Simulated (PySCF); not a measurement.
# MoF₃: relaxation and vibrations of the quartet

Where does quartet MoF₃ go from a B3LYP minimum start, is the end point a minimum, and what are its modes, charges and moments?

Program: PySCF 2.14.0. Level of theory: B3LYP, basis Mo def2-SVP with ECP28, F def2-SVP, scalar-relativistic core potentials, no spin–orbit coupling, density fitting. These are calculated values, not measurements.

### 1 The system as given

4 atoms, charge 0, spin multiplicity 4.

Bond lengths: Mo1–F2 1.858 Å, Mo1–F3 1.858 Å, Mo1–F4 1.858 Å. Angles: F2–Mo1–F3 120.0°, F2–Mo1–F4 120.0°, F3–Mo1–F4 120.0°.

Z-matrix (Å, degrees; charge 0 multiplicity 4):
```
Mo
F  1 1.8583
F  1 1.8583 2 120.00
F  1 1.8583 2 120.00 3 180.00
```

### 2 The SCF at the typed geometry

One driver script runs all steps and calls PySCF; scf.py shows how it sets up the SCF of each step. The optimiser is the driver's own. After this first run the driver tries any further starts and a stability analysis.

The input, scf.py:

```python
from pyscf import gto, scf, dft
mol = gto.M(atom='''
Mo    -0.000000     0.000000    -0.000000
F     -0.004996     0.000000     1.858309
F      1.611841    -0.000000    -0.924827
F     -1.606844     0.000000    -0.933481''',
    basis={'Mo': 'def2-SVP', 'F': 'def2-SVP'},
    ecp={'Mo': 'def2-SVP'},
    charge=0, spin=3)
mf = dft.UKS(mol, xc='B3LYP')
mf.grids.atom_grid = (50, 194)
aux = {'Mo': 'def2-universal-JKFIT', 'F': 'def2-universal-JKFIT'}
mf = mf.density_fit(auxbasis=aux)
mf.conv_tol = 1e-08
mf.diis_space = 10
mf.max_cycle = 60
mf.init_guess = 'minao'
mf.verbose = 4
mf.kernel()
```

On the command line:

```
$ OMP_NUM_THREADS=2 python axn.py task.json out
```

Further steps of the session: Relaxing the quartet from the B3LYP minimum start; Is it a minimum? Harmonic modes.

Q: Predict the outcome of this session. Wanted: minimum; geometry; wavenumbers; dipole moment; highest occupied, lowest empty level; polar-tensor charge of Mo1; zero-point energy; atomisation energy; ⟨S²⟩.

The runs gave:

| quantity | value |
| --- | --- |
| minimum | quartet, D3h |
| geometry | Mo–F 1.858 Å (×3); F–Mo–F 120.0° (×3) |
| wavenumbers (cm⁻¹) | 143 (a2''), 156 (e'), 678 (a1'), 714 (e') |
| dipole moment | 0.00 D |
| highest occupied, lowest empty level (either spin) | -6.86, -3.22 eV |
| polar-tensor charge of Mo1 | +1.81 e |
| zero-point energy | 15.3 kJ/mol |
| entropy at 298.15 K | 314.2 J/(mol K) |
| atomisation energy (no zero-point energy) | 1553 kJ/mol |
| ⟨S²⟩ | 3.756 |

What this shows: The molecule stays D3h, as typed, and the end point is a minimum. In the infrared the band at 714 cm⁻¹ (e', stretch) leads. Mo1 has a polar-tensor charge of +1.8 e (a dipole derivative, not a static charge), yet symmetry cancels the bond dipoles. Most of the spin sits on Mo1 (Mulliken spin 2.88, against 3 for the whole molecule). Other starts or spin states, not run here, may lie lower. One determinant may miss the lowest occupation of an open d or f shell.
